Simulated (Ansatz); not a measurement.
Crystal: HfMg6Ga.

```
CELL_PARAMETERS angstrom
4.99953 0.00000 0.00000
0.00000 2.99906 5.66051
0.00000 -2.99906 5.66051
ATOMIC_POSITIONS crystal
Hf 0.50000 0.67664 0.67664
Ga 0.50000 0.16736 0.16736
Mg 0.00000 0.82898 0.82898
Mg 0.00000 0.32024 0.32024
Mg 0.00000 0.33381 0.82380
Mg 0.00000 0.82380 0.33381
Mg 0.50000 0.17481 0.67436
Mg 0.50000 0.67436 0.17481
```

The cell comes from a database or a generator and needn't be the stable form of this composition.

```yaml
Program: Ansatz 0.2.0
Task: single point
Functional: PBE
Potentials_or_basis: Ansatz PAW
Cutoff: "420 eV (not typed: the program's choice for these potentials)"
k_mesh: 6 × 5 × 5
Occupations: fermi-dirac, width 0.05 eV
Spin: no spin polarisation
```

On this cell: pressure 0.1 GPa; largest force 0.078 eV/Å; band gap on the k mesh none (metal or under the smearing width).

The same run follows on a disturbed copy (atoms moved at random, drawn with an rms of 0.05 Å):

```
Hf Ga Mg
1.0
     4.99953    0.00000    0.00000
     0.00000    2.99906    5.66051
     0.00000   -2.99906    5.66051
Hf Ga Mg
1 1 6
Direct
  0.50028 0.67409 0.68050
  0.50290 0.15947 0.16702
  0.99667 0.82666 0.82768
  0.99241 0.30835 0.31932
  0.98460 0.33201 0.82596
  0.00278 0.82210 0.33761
  0.49595 0.17826 0.67426
  0.49143 0.67099 0.17954
```

Problem. What does the disturbed cell give?

Solution. The energy (extrapolated to zero smearing) moves by +4.1 meV/atom; pressure 0.2 GPa; largest force 0.292 eV/Å; band gap on the k mesh none (metal or under the smearing width).

Forces on the atoms (eV/Å):
```
Hf  -0.167  0.039 -0.027
Ga  -0.123  0.011  0.129
Mg   0.026 -0.090  0.203
Mg   0.047  0.104  0.155
Mg   0.273  0.036 -0.097
Mg  -0.083 -0.057 -0.147
Mg  -0.099 -0.106 -0.127
Mg   0.125  0.063 -0.089
```

Stress tensor (GPa, compression positive):
```
 0.06 -0.26 -0.02
-0.26  0.49  0.00
-0.02  0.00  0.18
```
